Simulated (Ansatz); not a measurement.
# SiH₄O₃: how energies converge with the basis set

The task here is to estimate one member of a computed series from the others.

The runs use Ansatz 0.2.0, Gaussian basis; one geometry, several basis sets.

Levels to be run: PBE0-D4/def2-SVP; ωB97M-V/def2-SVP; PBE0-D4/def2-QZVPP; ωB97M-V/def2-QZVPP; the functionals' def2-TZVPP values are taken from earlier runs.

### The geometry

An earlier PBE0-D4 in a triple-zeta def2 set relaxation fixed the geometry.

8 atoms, charge 0, spin multiplicity 1.

Atoms are counted from 1 here; the program's logs count them from 0.

Bond lengths: O1–Si2 1.630 Å, O1–H5 0.959 Å, Si2–O3 1.641 Å, Si2–O4 1.633 Å, Si2–H6 1.476 Å, O3–H7 0.958 Å, O4–H8 0.958 Å. Angles: Si2–O1–H5 117.6°, O1–Si2–O3 114.4°, O1–Si2–O4 109.0°, O1–Si2–H6 104.5°, O3–Si2–O4 105.0°, O3–Si2–H6 110.6°, O4–Si2–H6 113.5°, Si2–O3–H7 117.9°, Si2–O4–H8 116.6°.

The first run:

Input file in.yaml:

```yaml
crystal:
  periodic: [false, false, false]
  atoms:
    - {symbol: O, position_ang: [0.057946, 1.618752, -0.224987]}
    - {symbol: Si, position_ang: [-0.171601, 0.082577, 0.269152]}
    - {symbol: O, position_ang: [1.169263, -0.861099, 0.196528]}
    - {symbol: O, position_ang: [-1.250795, -0.639740, -0.721278]}
    - {symbol: H, position_ang: [0.176846, 1.769777, -1.164462]}
    - {symbol: H, position_ang: [-0.642782, 0.209359, 1.662004]}
    - {symbol: H, position_ang: [1.894934, -0.654956, 0.786827]}
    - {symbol: H, position_ang: [-1.141711, -1.581669, -0.859684]}
basis:
  gaussian: {orbitals: def2-SVP}
hamiltonian: {xc: pbe0, dispersion: d4}
output: {orbitals: {seedname: orbitals}}
```

Among the steps run: PBE0-D4 in def2-SVP; ωB97M-V in def2-SVP; PBE0-D4 in def2-QZVPP; ωB97M-V in def2-QZVPP.

One of the session's tables, all rows but one given; the rest of the session is left out.

It belongs to the step «Functionals by basis». 

```
functional       basis  HOMO (eV)  LUMO (eV)
   PBE0-D4    def2-SVP      -8.78       1.44
   PBE0-D4  def2-TZVPP      -9.06       0.76
   PBE0-D4  def2-QZVPP      -9.12       0.36
   ωB97M-V    def2-SVP     -11.13       3.10
   ωB97M-V  def2-TZVPP          ?          ?
   ωB97M-V  def2-QZVPP     -11.51       1.58
```

Q: Estimate the row for ωB97M-V, def2-TZVPP from the others.

The run gave: HOMO (eV): -11.44; LUMO (eV): 2.20. In the column «HOMO (eV)» it lies between ωB97M-V, def2-QZVPP (-11.51) and ωB97M-V, def2-SVP (-11.13).
